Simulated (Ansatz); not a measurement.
# F− with CH₃Cl: structure and interaction energy

An exercise on one series of results from a longer session: the logs are not shown, and one member is left open.

Method: PBE0-D4 structure, single points in def2-TZVPPD; program: Ansatz 0.2.0, Gaussian basis.

Levels: PBE-D4, revPBE-D4, BLYP-D4, r2SCAN-D4, B97M-V, PBE0-D4, B3LYP-D4, HSE06-D4, wB97X-V, wB97M-V, B2PLYP, Hartree-Fock, MP2, CCSD, CCSD(T). The reference is CCSD(T) extrapolated to the basis limit.

Cores are frozen in the correlated methods. B3LYP uses VWN-RPA correlation. B2PLYP carries no dispersion term here.

163 further runs of the same task are left out: 163 set aside as unsound or not needed.

## The starting structure

The pair, from a GFN2-xTB docking trial: 6 atoms, charge -1, spin multiplicity 1.

Atoms are counted from 1 here; the program's logs count them from 0.

Bond lengths: C2–Cl3 1.776 Å, C2–H4 1.132 Å, C2–H5 1.087 Å, C2–H6 1.086 Å. Angles: Cl3–C2–H4 112.6°, Cl3–C2–H5 106.8°, Cl3–C2–H6 106.8°, H4–C2–H5 110.2°, H4–C2–H6 110.0°, H5–C2–H6 110.4°.

Coordinates:

```xyz
6

F     0.2641   -0.5545   -2.2515
C    -0.1527    0.1259    0.3491
Cl    1.1284   -0.0809    1.5623
H     0.1742   -0.1932   -0.6862
H    -0.4184    1.1795    0.3506
H    -0.9956   -0.4769    0.6755
```

Atoms 1 to 1 are fragment A (F−), the rest fragment B (CH₃Cl).

Set-up of the first run:

The input, pre/in.yaml:

```yaml
crystal:
  periodic: [false, false, false]
  atoms:
    - {symbol: F, position_ang: [0.264100, -0.554500, -2.251500]}
    - {symbol: C, position_ang: [-0.152700, 0.125900, 0.349100]}
    - {symbol: Cl, position_ang: [1.128400, -0.080900, 1.562300]}
    - {symbol: H, position_ang: [0.174200, -0.193200, -0.686200]}
    - {symbol: H, position_ang: [-0.418400, 1.179500, 0.350600]}
    - {symbol: H, position_ang: [-0.995600, -0.476900, 0.675500]}
basis:
  gaussian: {orbitals: def2-SVPD}
total_charge: -1
hamiltonian: {xc: pbe, dispersion: d4}
relax: {f_tol: 0.03, max_steps: 250}
```

The run is started by

```console
ansatz run in.yaml --threads 2 --pin off --events-out ev --progress --plain --max-ram 5222MiB
```

Steps of the session up to this table: A first relaxation in a small basis; Relaxation at PBE0-D4; wB97X-V/def2-TZVPPD; wB97M-V/def2-TZVPPD; B2PLYP/def2-TZVPPD; B97M-V/def2-TZVPPD; CCSD(T)/def2-TZVPPD; MP2/def2-QZVPPD; Hartree-Fock/STO-3G; SPW92/def2-SVP; wB97M-V/def2-SVP; CCSD(T)/def2-SVP; Vibrations of the pair.

One of the session's tables, all rows but one given; the rest of the session is left out.

| method | interaction (kJ/mol) |
| --- | --- |
| PBE-D4 | -80.95 |
| revPBE-D4 | -74.88 |
| BLYP-D4 | -74.15 |
| r2SCAN-D4 | -82.97 |
| B97M-V | -78.61 |
| PBE0-D4 | -81.99 |
| B3LYP-D4 | -77.38 |
| HSE06-D4 | -82.09 |
| wB97X-V | -75.58 |
| wB97M-V | ? |
| B2PLYP | -72.81 |
| Hartree-Fock | -64.88 |
| MP2 | -70.64 |
| CCSD | -69.99 |
| CCSD(T) | -71.55 |
| CCSD(T)/CBS | -76.29 |

Estimate the missing values for wB97M-V.

The run gave: interaction (kJ/mol): -76.51. In the column «interaction (kJ/mol)» it lies between B3LYP-D4 (-77.38) and CCSD(T)/CBS (-76.29).

Among the levels timed on like hardware and quicker than the yardstick, those that no quicker one beats, quickest first: PBE-D4 (3 s, -4.66 kJ/mol); revPBE-D4 (3 s, +1.41 kJ/mol); B3LYP-D4 (4.3 s, -1.09 kJ/mol); wB97X-V (9.5 s, +0.71 kJ/mol); wB97M-V (9.8 s, -0.22 kJ/mol).

For cost: wB97M-V gets within 0.22 kJ/mol in 9.8 s, where CCSD(T)/CBS took 65 s; the quickest level in the cost chart, PBE-D4, takes 3 s and misses by 4.66 kJ/mol.

Caveats from the session: A lower arrangement may exist.
